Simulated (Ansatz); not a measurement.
# NaTiO3, space group Pm-3m: a scan of the Hubbard U

Program: Ansatz's Python interface.

`POSCAR`
```text
NaTiO3
1.0
   3.90233300    0.00000000    0.00000000
   0.00000000    3.90233300    0.00000000
   0.00000000    0.00000000    3.90233300
Na Ti O
1 1 3
Direct
   0.00000000    0.00000000    0.00000000
   0.50000000    0.50000000    0.50000000
   0.50000000    0.50000000    0.00000000
   0.50000000    0.00000000    0.50000000
   0.00000000    0.50000000    0.50000000
```

The cells in order, each with its output:

```python
import ansatz as az
from ase.io import read
import numpy as np
```

```python
def count_gap(report):
    # lowest empty less highest filled band, counting bands; zero where they overlap
    return max(report.get("gap_by_band_count_ev") or 0.0, 0.0)
```

```python
atoms = read("POSCAR", format="vasp")
xtal = az.Crystal.from_ase(atoms)
```

```python
xtal.resolved().sites[-1]
```

    Site(symbol='O', position=(0.0, 0.5, 0.5), moment=None, axis=None, held=None, saved=None)

```python
model = (
    xtal.calculation()
    .functional("PBEsol")
    .kpoints(spacing=0.26)  # sampling of the Brillouin zone
    .occupations(az.OccupationsMethod.COLD, width=0.1)  # fractional filling near the Fermi level
    .scf(tolerance=1e-09)
    .band_table()  # levels at the mesh points
)
rows = []
for u in [0.0, 2.0, 4.0, 6.0]:
    data = model.hubbard("Ti", "d", u_eff=u).run(threads=1, backend="cpu").report
    shell = data["hubbard"]["n_scf"]
    rows.append((u, count_gap(data), sum(shell) / len(shell), data["n_iterations"]))
print("      U_eff eV  gap by band count eV  Ti d occupation (projector)      iterations")
for row in rows:
    print(f"{str(row[0]):>14s}  {row[1]:20.3f}  {row[2]:27.4f}  {row[3]:14d}")
print("eigenvalues of the first occupation matrix at the last U, by spin:")
for channel in data["hubbard"]["n_eig"][0]:
    print("  ", " ".join(f"{n:.3f}" for n in channel))
```

    DeckWarning: basis.ecutwfc = 420 eV, auto-derived from the records' recommended cutoffs: set by Na (normal level)
          U_eff eV  gap by band count eV  Ti d occupation (projector)      iterations
               0.0                 0.000                       2.3416              12
               2.0                 0.000                       2.2587              12
               4.0                 0.000                       2.1713              11
               6.0                 0.000                       2.0795              12
    eigenvalues of the first occupation matrix at the last U, by spin:
       0.155 0.155 0.155 0.288 0.288

Notes:
- The cell holds an odd number of electrons and is run without spin, so a magnetic state may lie lower.
- The mesh is modest for a metal, so energies can be off by several to tens of meV an atom and pressures by half a GPa or more; differences at equal mesh fare better.
- A gap by band count of zero or less means overlapping bands, a metal, and at an odd count of electrons it is no gap at all.
- A Hubbard U without spin forces both spins into the same orbitals, which can open a gap or pick a state that a spin-polarised run wouldn't.
- This cell is a computed structure, which may not be the phase found in nature.
- Levels are Kohn-Sham eigenvalues on this mesh.
- Warnings are shown shortened and without file and line.
- Shell occupations and the effect of U depend on the projectors; a run with no .spin step is spin-unpolarised, and each U may end in a state that isn't the lowest.
- It ran for 11 s on 1 thread of Arm Neoverse V1 (shared host), peak memory 0.45 GiB.
